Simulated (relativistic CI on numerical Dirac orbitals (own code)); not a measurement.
# Sc: the cost of one run

Program: relativistic CI on numerical Dirac orbitals (own code) version 3. Level of theory: charge-transfer multiplet model of a cubic metal-ligand cluster with up to 2 ligand holes, Slater and spin-orbit integrals from Dirac-Coulomb-Breit ions, Slater integrals scaled by 0.9. These are calculated values, not measurements, unless marked.

**1. Starting point**

* ion: Sc³⁺ (Sc IV)
* nuclear charge: 21
* electrons: 18
* d electrons: 0
* ligand holes at most: 2
* parameters: in eV; Veg, Vt2g hoppings, tenDq and tenDqL metal and ligand splittings (negative tenDq: tetrahedral), red the scaling of hopping with a core hole
* temperature: 20 K
* widths: Lorentz 1.1 eV, Gauss 0.6 eV

**2. Delta = 5.7 eV**

The run's settings:

```ini
cluster ion=Sc3+ d0 ligand_holes=2 slater_scale=0.9
Delta=5.7 Udd=4.5 Upd=5.6 tenDq=-0.45 tenDqL=0 Veg=1.1 Vt2g=-1.87 red=1
spectrum xps 1s T=20 lorentz=1.1 gauss=0.6
```

Command:

```console
> python run_levels.py task.json out
```

The settings of every run stand in task.json; they run in order.

**Question.** How long does this run take on 1 thread of Neoverse-N1, shared host, and how much memory does it need?

About 2.2 s, with a peak of 0.18 GiB.
